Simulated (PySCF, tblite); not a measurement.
**C₅H₉B₂FO: geometry, infrared bands and NMR shifts**

Wanted: the infrared bands and NMR shifts of C₅H₉B₂FO (`BOB/C=C\CC(=C)F`), by calculation.

The runs use tblite 0.8.0 and PySCF 2.14.0, with density-fitted response routines of our own; the level of theory stands in each step. All values are computed, except where a source is named. Atoms are numbered from 0 throughout.

## (1) The starting structure

18 atoms, charge 0, multiplicity 1; geometry from: force field or distance geometry start.

Bonds of the start (Å): B0–O1 1.46, O1–B2 1.44, B2–C3 1.57, C3–C4 1.33, C4–C5 1.49, C5–C6 1.47, C6–C7 1.32, C6–F8 1.38, B0–H9 1.18, B0–H10 1.17, B2–H11 1.18, C3–H12 1.08, C4–H13 1.09, C5–H14 1.12, C5–H15 1.11, C7–H16 1.09, C7–H17 1.09.

## (2) Relaxing the molecule with GFN2-xTB

Job settings and geometry (Å):

```
{"job": {"kind": "relax", "xc": "GFN2-xTB", "basis": "xTB"}, "charge": 0, "multiplicity": 1}
B      3.762700     0.254100    -0.603500
O      2.578800     0.771900     0.069200
B      1.602500    -0.234000     0.399700
C      0.881900    -0.992500    -0.769600
C     -0.356900    -0.614100    -1.092600
C     -1.028700     0.516300    -0.392000
C     -2.282700     0.117800     0.269200
C     -3.464100     0.649100    -0.006900
F     -2.180600    -0.867300     1.232000
H      3.635900    -0.278400    -1.650600
H      4.748300     0.015100    -0.017400
H      1.193800    -0.413600     1.491100
H      1.345700    -1.824100    -1.282000
H     -0.906500    -1.100900    -1.896600
H     -0.319800     1.003300     0.321100
H     -1.272600     1.312700    -1.132100
H     -3.615500     1.423900    -0.753400
H     -4.331100     0.266900     0.538100
```

Command:

```console
OMP_NUM_THREADS=1 python probes_run.py task.json out
```

This one command runs all jobs of the session in turn.

**Question.** This job is followed by: GFN2-xTB harmonic vibrations, gas phase; GIAO PBE0/pcSseg-1 NMR shielding, non-relativistic, gas phase. What will the session give for the following? strongest single infrared mode (GFN2-xTB); zero-point energy (GFN2-xTB); 13C shifts against TMS (PBE0/pcSseg-1); 1H shifts against TMS (PBE0/pcSseg-1, means over atoms taken as alike); 11B shifts against BF3·OEt2 (PBE0/pcSseg-1); 17O shifts against H2O (PBE0/pcSseg-1); 19F shifts against CFCl3 (PBE0/pcSseg-1); surface potential, 1st and 99th percentile.

**Answer**, as computed:

| quantity | value |
| --- | --- |
| strongest single infrared mode (GFN2-xTB) | 1613 cm⁻¹, 418 km/mol |
| zero-point energy (GFN2-xTB) | 82.7 kcal/mol |
| 13C shifts against TMS (PBE0/pcSseg-1) | 174.4, 161.9, 142.3, 97.0, 40.8 ppm |
| 1H shifts against TMS (PBE0/pcSseg-1, means over atoms taken as alike) | 7.01, 6.05, 5.74, 5.48, 4.85, 4.54, 3.43 ppm |
| 11B shifts against BF3·OEt2 (PBE0/pcSseg-1) | 39.6, 32.9 ppm |
| 17O shifts against H2O (PBE0/pcSseg-1) | 317.3 ppm |
| 19F shifts against CFCl3 (PBE0/pcSseg-1) | -92.7 ppm |
| surface potential, 1st and 99th percentile | -0.83 V and 1.12 V |

In words: The optimisation took 237 steps and gained 1.715 eV; among the close pairs (by a distance rule), B0–O1 changed most, from 1.457 to 1.294 Å. All 48 modes are real, so the xTB geometry is a minimum. The strongest single mode, at 1613 cm⁻¹, moves mainly O1. Unscaled tight-binding wavenumbers are off by several per cent, some by more. Its intensities can rank the bands wrongly. At PBE0/pcSseg-1, counted by nearest atom on the grid, the HOMO lies on C7 37 %; C6 25 %, the LUMO on B2 27 %; C4 25 %.
